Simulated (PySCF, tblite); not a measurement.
# C₇H₁₂BF: infrared bands, NMR shifts, electronic excitations and core binding energies in gas and solvents, part 3 of 3

tblite 0.8.0 and PySCF 2.14.0. Atoms count from 0. The steps go on from the part before.

## 10. NMR shieldings: PBE0/pcSseg-1 in dichloromethane

Job settings and geometry (Å):

```
{"job": {"kind": "nmr", "xc": "PBE0", "basis": "pcSseg-1", "solvent": "dichloromethane", "pop": false}, "charge": 0, "multiplicity": 1}
C      2.693031     1.140004     0.111971
C      1.851898     0.113627     0.047158
C      1.126454    -0.755193     1.047019
C      0.007766    -0.961353    -0.015992
B     -1.247487     0.014252     0.024705
C     -1.226246     1.316839     0.897722
C     -2.498900    -0.336888    -0.852511
C      1.013936    -0.434038    -1.074556
F      0.542062     0.469387    -1.997658
H      3.120271     1.468731     1.063402
H      2.964507     1.696279    -0.789363
H      0.846599    -0.279281     1.999116
H      1.670628    -1.687157     1.271718
H     -0.302896    -2.003651    -0.187582
H     -1.958288     2.075776     0.584558
H     -0.231296     1.777168     0.993549
H     -1.519419     0.998486     1.918613
H     -2.626015    -1.405556    -1.081147
H     -2.303777     0.170846    -1.819030
H     -3.444676     0.080186    -0.474146
H      1.510206    -1.246708    -1.634548
```

Method: GIAO PBE0/pcSseg-1 NMR shielding, non-relativistic, IEF-PCM dichloromethane.

Standard output:

```text
coarse grid: 17216 points
cycle   1  E = -397.9661018035  dE =  9.631e-01  |g| = 6.360e-01  |ddm| = 4.051e+00
cycle   2  E = -397.9418297600  dE =  2.427e-02  |g| = 7.593e-01  |ddm| = 1.146e+00
cycle   3  E = -398.0554462401  dE = -1.136e-01  |g| = 8.841e-02  |ddm| = 6.505e-01
cycle   4  E = -398.0566968994  dE = -1.251e-03  |g| = 3.900e-02  |ddm| = 9.990e-02
cycle   5  E = -398.0570099023  dE = -3.130e-04  |g| = 9.836e-03  |ddm| = 3.830e-02
cycle   6  E = -398.0570298416  dE = -1.994e-05  |g| = 3.400e-03  |ddm| = 9.079e-03
cycle   7  E = -398.0570325187  dE = -2.677e-06  |g| = 5.153e-04  |ddm| = 2.811e-03
final grid: 165736 points
cycle   8  E = -398.1162881249  dE = -5.888e-05  |g| = 9.411e-03  |ddm| = 4.299e-02
cycle   9  E = -398.1162810501  dE =  7.075e-06  |g| = 1.136e-02  |ddm| = 1.831e-02
cycle  10  E = -398.1163100102  dE = -2.896e-05  |g| = 1.568e-03  |ddm| = 1.018e-02
cycle  11  E = -398.1163104411  dE = -4.309e-07  |g| = 2.912e-04  |ddm| = 1.451e-03
cycle  12  E = -398.1163104571  dE = -1.600e-08  |g| = 1.292e-04  |ddm| = 2.927e-04
cycle  13  E = -398.1163104607  dE = -3.658e-09  |g| = 2.916e-05  |ddm| = 1.240e-04
cycle  14  E = -398.1163104609  dE = -1.736e-10  |g| = 4.932e-06  |ddm| = 2.975e-05
converged SCF energy = -398.1163104609

GIAO shielding tensors (ppm)
atom      isotropic    diamagn.    paramagn.     s11        s22        s33       span
  0 C       69.840     253.159    -183.319    -41.186     82.846    167.858    209.043
  1 C       23.269     268.155    -244.887    -88.867     25.839    132.833    221.700
  2 C      156.848     249.906     -93.059    145.944    154.748    169.850     23.906
  3 C      145.492     253.675    -108.184    121.659    143.179    171.637     49.978
  4 B       12.653     187.482    -174.829    -47.300    -34.086    119.344    166.644
  5 C      170.678     254.514     -83.836    149.913    177.163    184.959     35.046
  6 C      165.856     253.865     -88.009    146.658    166.368    184.541     37.883
  7 C       91.615     244.853    -153.238     57.568     81.294    135.983     78.415
  8 F      367.423     478.118    -110.695    334.620    379.026    388.624     54.004
  9 H       25.775      29.245      -3.470     22.361     25.130     29.834      7.473
 10 H       25.595      29.665      -4.070     22.031     24.607     30.148      8.116
 11 H       28.655      32.172      -3.517     25.242     27.788     32.933      7.691
 12 H       28.843      29.808      -0.965     24.930     26.653     34.946     10.016
 13 H       28.606      33.406      -4.799     24.508     28.340     32.971      8.463
 14 H       30.236      30.700      -0.464     26.691     28.968     35.047      8.356
 15 H       29.831      33.235      -3.404     24.985     29.931     34.576      9.591
 16 H       30.693      30.132       0.561     26.000     29.483     36.596     10.597
 17 H       30.144      30.820      -0.676     26.061     29.474     34.898      8.838
 18 H       30.536      30.302       0.234     27.737     29.085     34.784      7.046
 19 H       30.057      29.464       0.593     26.080     29.049     35.043      8.963
 20 H       25.635      30.162      -4.527     22.510     25.868     28.527      6.017
```

Run time: 82 s. Hardware: 1 thread of Arm Neoverse N1, shared host; peak memory 1.3 GiB.

In short: δ C1 162.1, C0 115.5, C7 93.7, C3 39.8, H10 5.65, H20 5.61 ppm.

## 11. Comparing the runs: NMR shifts

Shifts (ppm) of some atoms, chosen among heavy atoms and hydrogens apart, with basis size and wall time:

| run | C1 | C7 | C3 | H20 | H13 | B4 | F8 | functions | time |
| --- | --- | --- | --- | --- | --- | --- | --- | --- | --- |
| PBE0/pcSseg-1 | 159.4 | 92.4 | 38.9 | 5.44 | 2.49 | 87.8 | -184.4 | 213 | 78 s |
| wB97X-D/pcSseg-1 | 159.5 | 91.8 | 37.7 | 5.35 | 2.38 | 83.9 | -181.0 | 213 | 93 s |
| PBE0/pcSseg-1 in benzene | 160.6 | 93.1 | 39.4 | 5.53 | 2.56 | 88.3 | -186.0 | 213 | 84 s |
| PBE0/pcSseg-1 in dichloromethane | 162.1 | 93.7 | 39.8 | 5.61 | 2.64 | 88.6 | -187.3 | 213 | 82 s |

The continuum's effect on the ground state:

| solvent | ε | polarisation energy (Eh) | μ (D) |
| --- | --- | --- | --- |
| benzene | 2.27 | -0.0022 | 1.76 |
| dichloromethane | 8.93 | -0.0044 | 2.01 |

## 12. Summary of results

What follows sums up all 3 parts.

| quantity | value |
| --- | --- |
| strongest single infrared mode (GFN2-xTB) | 1140 cm⁻¹, 152 km/mol |
| zero-point energy (GFN2-xTB) | 107.9 kcal/mol |
| point group | C1 |
| rotational constants (main isotopes) | 2.35, 1.25, 1.11 GHz |
| 13C shifts against TMS (PBE0/pcSseg-1, means over atoms taken as alike) | 159.4, 115.6, 92.4, 38.9, 27.8, 16.8 ppm |
| 1H shifts against TMS (PBE0/pcSseg-1, means over atoms taken as alike) | 5.64, 5.44, 5.37, 2.50, 2.49, 2.30, 1.00 ppm |
| 11B shifts against BF3·OEt2 (PBE0/pcSseg-1) | 87.8 ppm |
| 19F shifts against CFCl3 (PBE0/pcSseg-1) | -184.4 ppm |
| lowest singlet (PBE0/def2-SVPD) | 5.73 eV (216 nm), f = 0.007 |
| brightest single state of those computed | state 3, 6.45 eV, f = 0.168 |
| lowest triplet | 4.08 eV |
| vertical ionisation energy (ΔSCF) | 9.21 eV |
| C1s binding energies, SCAN/pcX-2 | C7 292.70, C2 290.62, C1 290.50, C0 290.02, C3 289.95, C5 289.83 eV |
| B1s binding energies, SCAN/pcX-2 | B4 195.38 eV |
| F1s binding energies, SCAN/pcX-2 | F8 692.07 eV |
| range of the shift of F8 (PBE0/pcSseg-1 runs) | -187.3 to -184.4 ppm |

Over 119 steps the energy fell by 0.754 eV; of the close pairs, C3–C7 changed most, 1.507 to 1.555 Å (GFN2-xTB). All 57 modes are real, so the xTB geometry is a minimum. The strongest single mode, at 1140 cm⁻¹, has its largest shares on B4, H20, H13 and C7 (the list is cut at 4 atoms). Unscaled tight-binding wavenumbers are off by several per cent, some by more. Its intensities can rank the bands wrongly. Over 14 steps the energy fell by 0.172 eV; of the close pairs, C2–C3 changed most, 1.507 to 1.557 Å (PBE0/def2-SVP). The most deshielded carbon is C1 (fully substituted alkene carbon), at 159.4 ppm: an sp2 carbon of a C=C bond. The lowest singlet, at 5.73 eV, is HOMO→LUMO 0.78, HOMO→LUMO+1 0.13 and is weak; of the 10 states computed, the strongest absorption comes from state 3 at 6.45 eV. The lowest triplet lies 1.65 eV below the lowest singlet (triplets in Tamm-Dancoff, singlets in full TDDFT). The orbital energy would give 7.37 eV for ionisation, ΔSCF gives 9.21 eV. C7 (allylic sp3 CH bonded to F) binds its C1s electron 2.87 eV more tightly than C5 (methyl carbon bonded to B). At one level, PBE0/pcSseg-1: In ppm, F8 moves most: its shift spreads over 2.9 ppm, from -187.3 (PBE0/pcSseg-1 in dichloromethane) to -184.4 (PBE0/pcSseg-1). The continuum holds electrostatics alone: no hydrogen bonds to the solvent, and the gas-phase geometry is kept.
